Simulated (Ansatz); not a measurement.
# CH₆NSbSi: up Jacob's ladder to CCSD(T)

How much do the methods differ for CH₆NSbSi? The plan is to run it at one geometry with functionals of several rungs and with coupled cluster. The yardstick is the atomisation energy at the CCSD(T) limit.

Program: Ansatz 0.2.0, Gaussian basis. Level of theory: functionals in def2-TZVPP, the program's frozen cores in correlated methods. These are calculated values, not measurements.

Plan: LDA (SPW92), PBE-D4, revPBE-D4, BLYP-D4, r2SCAN-D4, B97M-V, PBE0-D4, B3LYP-D4, r2SCANh-D4, r2SCAN0-D4, HSE06-D4, BHLYP-D4, CAM-B3LYP-D4, LC-ωPBE, ωB97X-V, ωB97M-V, B2PLYP, PBE-QIDH; CCSD(T)/def2-SVP; CCSD(T)/def2-TZVPP; MP2/def2-QZVPP; extrapolation to the limit; RPA on PBE.

## (1) The relaxed structure

The geometry comes from an earlier relaxation with PBE0-D4 in a triple-zeta def2 set; it is a stationary point, not always the lowest conformer. Sb takes the def2 core potential; no spin-orbit term is included.

SMILES `[CH2]1N[SiH2][SbH]1`, 10 atoms, charge 0, spin multiplicity 1.

Atoms are counted from 1 here; the program's logs count them from 0.

Bond lengths: C1–N2 1.451 Å, C1–Sb4 2.216 Å, C1–H5 1.094 Å, C1–H6 1.095 Å, N2–Si3 1.718 Å, N2–H7 1.008 Å, Si3–Sb4 2.567 Å, Si3–H8 1.491 Å, Si3–H9 1.494 Å, Sb4–H10 1.711 Å. Angles: N2–C1–Sb4 100.8°, N2–C1–H5 114.0°, N2–C1–H6 113.6°, Sb4–C1–H5 110.1°, Sb4–C1–H6 109.0°, H5–C1–H6 109.0°, C1–N2–Si3 111.6°, C1–N2–H7 118.1°, Si3–N2–H7 130.1°, N2–Si3–Sb4 81.4°, N2–Si3–H8 115.9°, N2–Si3–H9 115.3°, Sb4–Si3–H8 119.4°, Sb4–Si3–H9 117.7°, H8–Si3–H9 106.1°, C1–Sb4–Si3 66.1°, C1–Sb4–H10 92.6°, Si3–Sb4–H10 90.4°.

Coordinates:

```xyz
10
charge 0, multiplicity 1
C    -0.36457    1.17060   -0.28955
N     0.07460    0.41275    0.86721
Si    0.11862   -1.27300    0.53912
Sb   -0.63675   -0.45304   -1.77286
H     0.37187    1.89290   -0.65322
H    -1.32133    1.68177   -0.14107
H     0.23679    0.91116    1.72808
H     1.45021   -1.92907    0.68302
H    -0.83944   -2.10213    1.32985
H     0.99300   -0.36296   -2.28767
```

## (2) LDA

This LDA is Slater exchange with PW92 correlation.

The input, in.yaml:

```yaml
crystal:
  periodic: [false, false, false]
  atoms:
    - {symbol: C, position_ang: [-0.364571, 1.170602, -0.289552]}
    - {symbol: N, position_ang: [0.074603, 0.412754, 0.867210]}
    - {symbol: Si, position_ang: [0.118618, -1.273000, 0.539116]}
    - {symbol: Sb, position_ang: [-0.636748, -0.453035, -1.772859]}
    - {symbol: H, position_ang: [0.371871, 1.892904, -0.653220]}
    - {symbol: H, position_ang: [-1.321332, 1.681773, -0.141070]}
    - {symbol: H, position_ang: [0.236789, 0.911162, 1.728075]}
    - {symbol: H, position_ang: [1.450210, -1.929073, 0.683016]}
    - {symbol: H, position_ang: [-0.839439, -2.102129, 1.329850]}
    - {symbol: H, position_ang: [0.993002, -0.362959, -2.287667]}
basis:
  gaussian: {orbitals: def2-TZVPP}
hamiltonian: {xc: lda}
output: {orbitals: {seedname: orbitals}}
```

After this run come: PBE-D4 (GGA); revPBE-D4 (GGA); BLYP-D4 (GGA); r2SCAN-D4 (meta-GGA); B97M-V (meta-GGA); PBE0-D4 (hybrid); B3LYP-D4 (hybrid); r2SCANh-D4 (hybrid); r2SCAN0-D4 (hybrid); HSE06-D4 (hybrid); BHLYP-D4 (hybrid); CAM-B3LYP-D4 (range-separated); LC-ωPBE (range-separated); ωB97X-V (range-separated); ωB97M-V (range-separated); B2PLYP (double hybrid); PBE-QIDH (double hybrid); CCSD(T) in def2-SVP; CCSD(T) in def2-TZVPP; MP2 in def2-QZVPP; RPA on PBE orbitals.

Before running them: what should the planned runs give, taken together? Wanted: atomisation energy, CCSD(T)/CBS; farthest beyond LDA; mean size of error, GGA; mean size of error, meta-GGA; mean size of error, hybrid; mean size of error, range-separated; mean size of error, double hybrid; gap, smallest and largest; T1 diagnostic.

**Answer**, as computed:

| quantity | value |
| --- | --- |
| atomisation energy, CCSD(T)/CBS | 32.975 eV |
| functionals within 0.330 eV (1.0 %) | revPBE-D4, BLYP-D4, r2SCAN-D4, B97M-V, PBE0-D4, B3LYP-D4, HSE06-D4, CAM-B3LYP-D4, ωB97X-V, ωB97M-V |
| farthest beyond LDA | BHLYP-D4 (-0.901 eV) |
| mean size of error, GGA | 0.277 eV |
| mean size of error, meta-GGA | 0.160 eV |
| mean size of error, hybrid | 0.403 eV |
| mean size of error, range-separated | 0.227 eV |
| mean size of error, double hybrid | 0.562 eV |
| gap, smallest and largest | 3.77 eV (LDA (SPW92)), 10.41 eV (LC-ωPBE) |
| T1 diagnostic | 0.0129 |
| triples share of the correlation energy | 3.7 % |

**Reading.** The LDA atomisation energy is off by 4.957 eV (15 %): it overbinds. PBE-D4 misses by +0.488 eV. Double hybrids carry the basis error of their MP2 part in triple zeta, and no dispersion term here, so their miss is partly the set-up's. The rungs meta-GGA, range-separated, GGA miss on average by less than the doubt on the reference (0.330 eV), so they tie. The reference freezes the cores and leaves out spin-orbit coupling and excitations past (T), and its outer-core shells are covered unevenly, so misses under about 0.330 eV can't be ranked. All levels share the lack of spin-orbit coupling, which lowers the free heavy atoms and so the true binding. Hartree-Fock recovers 67 % of the binding; the rest is correlation. CCSD(T) in def2-SVP is off by -2.886 eV, worse than the median functional, from the basis alone. Orbital gaps span 3.8 to 10.4 eV; exact exchange widens them. Correlated methods include outer-core shells of Sb, which these sets cover unevenly.
